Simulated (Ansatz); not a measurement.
**H3InOS: two torsions**

Aim: map the energy of H₃InOS, SMILES [OH][InH][SH] over two coordinates, and find its wells, ridges and stiffness.

Program: Ansatz 0.2.0. Level of theory: RKS CAM-B3LYP-D4/def2-SVP. These are calculated values, not measurements.

**1. The starting structure**

6 atoms, charge 0, spin multiplicity 1.

Atoms are counted from 1 here; the program's logs count them from 0.

Bond lengths: O1–In2 2.023 Å, O1–H4 0.977 Å, In2–S3 2.431 Å, In2–H5 1.719 Å, S3–H6 1.363 Å. Angles: In2–O1–H4 110.7°, O1–In2–S3 115.4°, O1–In2–H5 118.7°, S3–In2–H5 125.9°, In2–S3–H6 93.0°.

Geometry (Å):

```xyz
6
charge 0, multiplicity 1
O    -1.05910   -1.29482   -0.50599
In    0.27835    0.19342   -0.80364
S     1.03482    1.33280    1.20673
H    -1.25845   -1.39414    0.44483
H     0.77673    0.54590   -2.41059
H     0.26965    0.55295    2.02237
```

This geometry comes from a loose relaxation at PBE in a small basis, which is not shown.

**2. The minimum at this level**

input.yaml reads:

```yaml
crystal:
  periodic: [false, false, false]
  atoms:
    - { symbol: O, position_ang: [-1.059096, -1.294823, -0.505988] }
    - { symbol: In, position_ang: [0.278346, 0.193416, -0.803639] }
    - { symbol: S, position_ang: [1.03482, 1.332799, 1.206725] }
    - { symbol: H, position_ang: [-1.258446, -1.394142, 0.444828] }
    - { symbol: H, position_ang: [0.776726, 0.545903, -2.410591] }
    - { symbol: H, position_ang: [0.269649, 0.552948, 2.022366] }
basis:
  gaussian: { orbitals: def2-SVP }
hamiltonian:
  xc: { name: CAM-B3LYP }
  dispersion: d4
output:
  forces: true
relax:
  f_tol: 0.003
  max_steps: 120
```

Command:

```
$ ansatz run input.yaml --threads 1 --pin off --max-ram 2560MiB --backend cpu --events-out ev --progress --plain --runs-dir out
```

The program printed:

```text
Warning: RAYON_NUM_THREADS=1 ignored (pool sized by the plan → 1); use --threads N
The last accepted step is kept in <dir> (removed where the run ends without a failure and the disk answers)
Engine: ansatz 0.2.0, aarch64-unknown-linux-gnu
Functional definition: CAM-B3LYP
  parameter alpha = 0.19
  parameter beta = 0.46
  parameter omega = 0.33/bohr
  parameter ac = 0.81
  exchange = (1 - alpha - beta)*b88_x + beta*b88_x_sr(omega) + alpha*exact_x + beta*exact_x_lr(omega)
  correlation = (1 - ac)*vwn5_c + ac*lyp_c
841 factors; integrals over basis functions are off by at most 3.4e-4 eV
270 factors; integrals over basis functions are off by at most 1.5e-6 eV
mean field evaluation 1: about -18093.9330 eV, gradient 5.4e1 eV
mean field evaluation 2: about -18073.9087 eV, gradient 1.1e2 eV
mean field evaluation 4: about -18099.6584 eV, gradient 4.5e0 eV
mean field evaluation 8: about -18099.7278 eV, gradient 1.7e-1 eV
mean field evaluation 16: about -18099.7279 eV, gradient 2.9e-5 eV
mean field -18099.72787933 eV, -665.1527311291 hartree, gradient 2.9e-5 eV, S^2 0.000000; 0 other end points of the search recorded, 0 dependent functions left out
the calculation of the forces begins
reference -18099.72799661 eV, -665.1527354393 hartree; 24, 24 occupied and 49, 49 virtual orbitals, 841 factors
relax step   1: F+E_penalty+E_count = -18099.82246279 eV  Δ(F+E_penalty+E_count) = +0.000e0 eV  max|allowed force component| = 5.413e-1 eV/Å  Δτ_max = 0.0000 Å  (27 SCF iters, accepted)
these checks for a lower state are left out or cut short: starts, cluster_reference, orbital_swaps, neighbouring_geometries, increment
841 factors; integrals over basis functions are off by at most 3.5e-4 eV
270 factors; integrals over basis functions are off by at most 1.5e-6 eV
mean field -18099.74753129 eV, -665.1534533253 hartree, gradient 8.5e-6 eV, S^2 0.000000; 0 other end points of the search recorded, 0 dependent functions left out
the calculation of the forces begins
reference -18099.74764862 eV, -665.1534576373 hartree; 24, 24 occupied and 49, 49 virtual orbitals, 841 factors
relax step   2: F+E_penalty+E_count = -18099.84335614 eV  Δ(F+E_penalty+E_count) = -2.089e-2 eV  max|allowed force component| = 2.763e-1 eV/Å  Δτ_max = 0.0561 Å  (29 SCF iters, accepted)
these checks for a lower state are left out or cut short: starts, cluster_reference, orbital_swaps, neighbouring_geometries, increment
841 factors; integrals over basis functions are off by at most 3.4e-4 eV
270 factors; integrals over basis functions are off by at most 1.5e-6 eV
mean field -18099.75260587 eV, -665.1536398129 hartree, gradient 2.0e-5 eV, S^2 0.000000; 0 other end points of the search recorded, 0 dependent functions left out
the calculation of the forces begins
reference -18099.75272284 eV, -665.1536441114 hartree; 24, 24 occupied and 49, 49 virtual orbitals, 841 factors
relax step   3: F+E_penalty+E_count = -18099.84832284 eV  Δ(F+E_penalty+E_count) = -4.967e-3 eV  max|allowed force component| = 1.506e-1 eV/Å  Δτ_max = 0.0489 Å  (27 SCF iters, accepted)
these checks for a lower state are left out or cut short: starts, cluster_reference, orbital_swaps, neighbouring_geometries, increment
841 factors; integrals over basis functions are off by at most 3.4e-4 eV
270 factors; integrals over basis functions are off by at most 1.5e-6 eV
mean field evaluation 32: about -18099.7539 eV, gradient 8.5e-1 eV
mean field -18099.75432588 eV, -665.1537030219 hartree, gradient 1.3e-5 eV, S^2 0.000000; 0 other end points of the search recorded, 0 dependent functions left out
the calculation of the forces begins
reference -18099.75444300 eV, -665.1537073261 hartree; 24, 24 occupied and 49, 49 virtual orbitals, 841 factors
relax step   4: F+E_penalty+E_count = -18099.84987372 eV  Δ(F+E_penalty+E_count) = -1.551e-3 eV  max|allowed force component| = 5.377e-2 eV/Å  Δτ_max = 0.0226 Å  (28 SCF iters, accepted)
these checks for a lower state are left out or cut short: starts, cluster_reference, orbital_swaps, neighbouring_geometries, increment
841 factors; integrals over basis functions are off by at most 3.5e-4 eV
270 factors; integrals over basis functions are off by at most 1.5e-6 eV
mean field -18099.75498081 eV, -665.1537270903 hartree, gradient 1.3e-5 eV, S^2 0.000000; 0 other end points of the search recorded, 0 dependent functions left out
the calculation of the forces begins
reference -18099.75509805 eV, -665.1537313988 hartree; 24, 24 occupied and 49, 49 virtual orbitals, 841 factors
relax step   5: F+E_penalty+E_count = -18099.85039470 eV  Δ(F+E_penalty+E_count) = -5.210e-4 eV  max|allowed force component| = 4.861e-3 eV/Å  Δτ_max = 0.0184 Å  (28 SCF iters, accepted)
these checks for a lower state are left out or cut short: starts, cluster_reference, orbital_swaps, neighbouring_geometries, increment
841 factors; integrals over basis functions are off by at most 3.5e-4 eV
270 factors; integrals over basis functions are off by at most 1.5e-6 eV
mean field -18099.75497925 eV, -665.1537270329 hartree, gradient 3.3e-5 eV, S^2 0.000000; 0 other end points of the search recorded, 0 dependent functions left out
the calculation of the forces begins
reference -18099.75509648 eV, -665.1537313411 hartree; 24, 24 occupied and 49, 49 virtual orbitals, 841 factors
relax step   6: F+E_penalty+E_count = -18099.85040298 eV  Δ(F+E_penalty+E_count) = -8.279e-6 eV  max|allowed force component| = 1.506e-3 eV/Å  Δτ_max = 0.0020 Å  (20 SCF iters, accepted)
841 factors; integrals over basis functions are off by at most 3.5e-4 eV
270 factors; integrals over basis functions are off by at most 1.5e-6 eV
mean field evaluation 64: about -18099.7550 eV, gradient 4.6e-4 eV
mean field -18099.75497925 eV, -665.1537270329 hartree, gradient 3.3e-5 eV, S^2 0.000000; 1 other end points of the search recorded, 0 dependent functions left out
the calculation of the forces begins
reference -18099.75509648 eV, -665.1537313411 hartree; 24, 24 occupied and 49, 49 virtual orbitals, 841 factors
Total energy: -18099.85052022 eV, -665.1572380986 hartree
Atom 0 at    -1.036624    -1.268786    -0.495167 Å, force     0.000339     0.000346     0.001506 eV/Å
Atom 1 at     0.277075     0.192741    -0.797330 Å, force     0.000866     0.001368    -0.001081 eV/Å
Atom 2 at     1.029404     1.319556     1.186243 Å, force     0.000226    -0.000807     0.000066 eV/Å
Atom 3 at    -1.277174    -1.418502     0.426857 Å, force     0.000001    -0.000381    -0.000754 eV/Å
Atom 4 at     0.770043     0.543253    -2.386012 Å, force    -0.000653    -0.000596     0.000302 eV/Å
Atom 5 at     0.279275     0.567839     2.019109 Å, force    -0.000779     0.000070    -0.000038 eV/Å
Dipole moment:    -0.015081    -0.003416     0.105792 e Å
```

Run time: 20 s. Hardware: 1 thread of Arm Neoverse V2, shared host; peak memory 0.16 GiB.

The steps of the relaxation:

```
step  energy from step 1 (eV)  largest force component (eV/Å)
   1                   0.0000                          0.5413
   2                  -0.0209                          0.2763
   3                  -0.0259                          0.1506
   4                  -0.0274                          0.0538
   5                  -0.0279                          0.0049
   6                  -0.0279                          0.0015
```

Close pairs (by a distance rule), those that changed most:

```
  bond  before (Å)  after (Å)  change (Å)
O1–In2       2.023      1.988      -0.035
In2–S3       2.431      2.402      -0.029
In2–H5       1.719      1.700      -0.019
 S3–H6       1.363      1.350      -0.014
 O1–H4       0.977      0.965      -0.012
```

**3. Setting up the map**

The axes are (1) dihedral O1–In2–S3–H6: 18 values from −180 to 160 °, periodic; (2) dihedral H4–O1–In2–S3: 18 values from −180 to 160 °, periodic.

Nothing else is relaxed (all other coordinates rigid). Energies count from the relaxed molecule at the same level. Points are written as (first, second).

Of the runs on the grid, 2 are shown in the steps below; the others differ only in the two coordinates.

**4. Grid point (80°, 100°)**

input.yaml reads:

```yaml
crystal:
  periodic: [false, false, false]
  atoms:
    - { symbol: O, position_ang: [-1.036624, -1.268786, -0.495167] }
    - { symbol: In, position_ang: [0.277075, 0.192741, -0.79733] }
    - { symbol: S, position_ang: [2.545415, -0.522716, -1.133524] }
    - { symbol: H, position_ang: [-1.277174, -1.418502, 0.426857] }
    - { symbol: H, position_ang: [-0.266785, 1.803331, -0.798931] }
    - { symbol: H, position_ang: [2.356248, -0.850047, -2.429098] }
basis:
  gaussian: { orbitals: def2-SVP }
hamiltonian:
  xc: { name: CAM-B3LYP }
  dispersion: d4
output:
  forces: true
```

Command:

```
$ ansatz run input.yaml --threads 1 --pin off --max-ram 2560MiB --backend cpu --events-out ev --progress --plain --runs-dir out
```

The program printed:

```text
Warning: RAYON_NUM_THREADS=1 ignored (pool sized by the plan → 1); use --threads N
[... 8 set-up lines as earlier in the session ...]
784 factors; integrals over basis functions are off by at most 9.7e-4 eV
239 factors; integrals over basis functions are off by at most 1.3e-5 eV
mean field evaluation 1: about -18093.5999 eV, gradient 5.4e1 eV
mean field evaluation 2: about -18078.8522 eV, gradient 1.0e2 eV
mean field evaluation 4: about -18099.3103 eV, gradient 3.5e0 eV
mean field evaluation 8: about -18099.3934 eV, gradient 1.4e-1 eV
mean field evaluation 16: about -18099.3935 eV, gradient 4.2e-5 eV
mean field -18099.39352539 eV, -665.1404438486 hartree, gradient 4.1e-5 eV, S^2 0.000000; 0 other end points of the search recorded, 0 dependent functions left out
the calculation of the forces begins
reference -18099.39364806 eV, -665.1404483564 hartree; 24, 24 occupied and 49, 49 virtual orbitals, 784 factors
Total energy: -18099.48747599 eV, -665.1438964693 hartree
Atom 0 at    -1.036624    -1.268786    -0.495167 Å, force    -0.049517    -0.147957     0.038163 eV/Å
Atom 1 at     0.277075     0.192741    -0.797330 Å, force    -0.075211     0.082980     0.033799 eV/Å
Atom 2 at     2.545415    -0.522716    -1.133524 Å, force     0.322457    -0.038252    -0.037625 eV/Å
Atom 3 at    -1.277174    -1.418502     0.426857 Å, force    -0.074477    -0.049140    -0.024336 eV/Å
Atom 4 at    -0.266785     1.803331    -0.798931 Å, force    -0.049146     0.206244    -0.009496 eV/Å
Atom 5 at     2.356248    -0.850047    -2.429098 Å, force    -0.074106    -0.053876    -0.000504 eV/Å
Dipole moment:    -0.125394     0.266986     0.099225 e Å
```

It took 2.8 s on 1 thread of Arm Neoverse V2, shared host; peak memory 0.15 GiB.

That is 35.0 kJ/mol from the zero.

**5. Grid point (−180°, 0°)**

input.yaml reads:

```yaml
crystal:
  periodic: [false, false, false]
  atoms:
    - { symbol: O, position_ang: [-1.036624, -1.268786, -0.495167] }
    - { symbol: In, position_ang: [0.277075, 0.192741, -0.79733] }
    - { symbol: S, position_ang: [1.027659, 1.321082, 1.186036] }
    - { symbol: H, position_ang: [-1.277174, -1.418502, 0.426857] }
    - { symbol: H, position_ang: [0.771237, 0.54221, -2.385871] }
    - { symbol: H, position_ang: [1.843845, 2.16391, 0.519011] }
basis:
  gaussian: { orbitals: def2-SVP }
hamiltonian:
  xc: { name: CAM-B3LYP }
  dispersion: d4
output:
  forces: true
```

Command:

```
$ ansatz run input.yaml --threads 1 --pin off --max-ram 2560MiB --backend cpu --events-out ev --progress --plain --runs-dir out
```

The program printed:

```text
Warning: RAYON_NUM_THREADS=1 ignored (pool sized by the plan → 1); use --threads N
[... 8 set-up lines as earlier in the session ...]
784 factors; integrals over basis functions are off by at most 8.7e-4 eV
241 factors; integrals over basis functions are off by at most 9.8e-6 eV
mean field evaluation 1: about -18093.9913 eV, gradient 5.4e1 eV
mean field evaluation 2: about -18075.7953 eV, gradient 1.1e2 eV
mean field evaluation 4: about -18099.6648 eV, gradient 4.0e0 eV
mean field evaluation 8: about -18099.7587 eV, gradient 1.5e-1 eV
mean field evaluation 16: about -18099.7588 eV, gradient 4.1e-5 eV
mean field -18099.75881355 eV, -665.1538679407 hartree, gradient 4.1e-5 eV, S^2 0.000000; 0 other end points of the search recorded, 0 dependent functions left out
the calculation of the forces begins
reference -18099.75893294 eV, -665.1538723282 hartree; 24, 24 occupied and 49, 49 virtual orbitals, 784 factors
Total energy: -18099.85336278 eV, -665.1573425608 hartree
Atom 0 at    -1.036624    -1.268786    -0.495167 Å, force     0.042975     0.047408    -0.012456 eV/Å
Atom 1 at     0.277075     0.192741    -0.797330 Å, force    -0.016844    -0.016288     0.019023 eV/Å
Atom 2 at     1.027659     1.321082     1.186036 Å, force    -0.015293    -0.009852     0.057082 eV/Å
Atom 3 at    -1.277174    -1.418502     0.426857 Å, force     0.003743     0.006119     0.013895 eV/Å
Atom 4 at     0.771237     0.542210    -2.385871 Å, force    -0.002060    -0.009879    -0.053988 eV/Å
Atom 5 at     1.843845     2.163910     0.519011 Å, force    -0.012522    -0.017508    -0.023556 eV/Å
Dipole moment:     0.179121     0.194373    -0.076758 e Å
```

Run time: 2.8 s. Hardware: 1 thread of Arm Neoverse V2, shared host; peak memory 0.15 GiB.

On the map this point reads −0.27 kJ/mol.

**6. Energy over the grid**

164 points were computed, 160 more follow by symmetry. Energies in kJ/mol, from the relaxed molecule at the same level; the table lists every other line.

```csv
"dihedral H4–O1–In2–S3 (°) ↓, dihedral O1–In2–S3–H6 (°) →",−180,−140,−100,−60,−20,20,60,100,140
140,10.0,18.6,28.6,22.1,8.7,9.3,22.8,27.5,16.7
100,15.3,24.7,36.8,30.5,15.5,15.2,29.6,35.3,23.4
60,10.4,18.0,30.1,26.1,12.4,10.9,23.3,29.2,18.8
20,1.3,7.3,17.0,14.3,3.7,2.8,12.7,16.8,8.1
−20,1.3,8.1,16.8,12.7,2.8,3.7,14.3,17.0,7.3
−60,10.4,18.8,29.2,23.3,10.9,12.4,26.1,30.1,18.0
−100,15.3,23.4,35.3,29.6,15.2,15.5,30.5,36.8,24.7
−140,10.0,16.7,27.5,22.8,9.3,8.7,22.1,28.6,18.6
−180,5.6,12.5,21.8,16.6,4.2,4.2,16.6,21.8,12.5
```

The largest force on an atom (eV/Å) at each point:

| dihedral H4–O1–In2–S3 (°) ↓, dihedral O1–In2–S3–H6 (°) → | −180 | −140 | −100 | −60 | −20 | 20 | 60 | 100 | 140 |
| --- | --- | --- | --- | --- | --- | --- | --- | --- | --- |
| 140 | 0.28 | 0.27 | 0.37 | 0.31 | 0.32 | 0.30 | 0.27 | 0.29 | 0.30 |
| 100 | 0.20 | 0.25 | 0.44 | 0.29 | 0.25 | 0.24 | 0.28 | 0.32 | 0.22 |
| 60 | 0.17 | 0.25 | 0.43 | 0.32 | 0.21 | 0.18 | 0.34 | 0.41 | 0.25 |
| 20 | 0.12 | 0.25 | 0.41 | 0.31 | 0.16 | 0.08 | 0.33 | 0.43 | 0.24 |
| −20 | 0.12 | 0.24 | 0.43 | 0.33 | 0.08 | 0.16 | 0.31 | 0.41 | 0.25 |
| −60 | 0.17 | 0.25 | 0.41 | 0.34 | 0.18 | 0.21 | 0.32 | 0.43 | 0.25 |
| −100 | 0.20 | 0.22 | 0.32 | 0.28 | 0.24 | 0.25 | 0.29 | 0.44 | 0.25 |
| −140 | 0.28 | 0.30 | 0.29 | 0.27 | 0.30 | 0.32 | 0.31 | 0.37 | 0.27 |
| −180 | 0.22 | 0.23 | 0.27 | 0.23 | 0.22 | 0.22 | 0.23 | 0.27 | 0.23 |

Energy (kJ/mol) at eleven even steps along the easiest path on the interpolated surface, from (−180°, 0°): −0.3, 0.7, 4.6, 8.5, 13.2, 15.2, 14.3, 10.4, 6.4, 1.8, 0.0.

**7. Results**

| quantity | value |
| --- | --- |
| lowest point | (−180°, 0°), −0.27 kJ/mol |
| highest computed point | (−100°, 100°), 37.1 kJ/mol above the lowest |
| largest force on an atom (eV/Å) | 0.00 at (0°, 0°) to 0.44 at (−100°, 100°); 0.07 at the lowest point |
| time for the whole task | 8.5 min on 1 thread, shared host |

What this shows: The lowest computed point is at (−180°, 0°), −0.27 kJ/mol from the relaxed molecule at the same level. There are further wells near (0°, 0°) (0.28 kJ/mol above the lowest at that grid point); (0°, −180°) (2.2 kJ/mol above the lowest at that grid point); (−180°, −180°) (5.9 kJ/mol above the lowest at that grid point). The highest computed point, (−100°, 100°), lies 37.1 kJ/mol above the lowest. On the interpolated surface the easiest way out of the lowest well to the well at (0°, 0°) passes a barrier of about 16 kJ/mol. Round the minimum the two coordinates are nearly uncoupled.
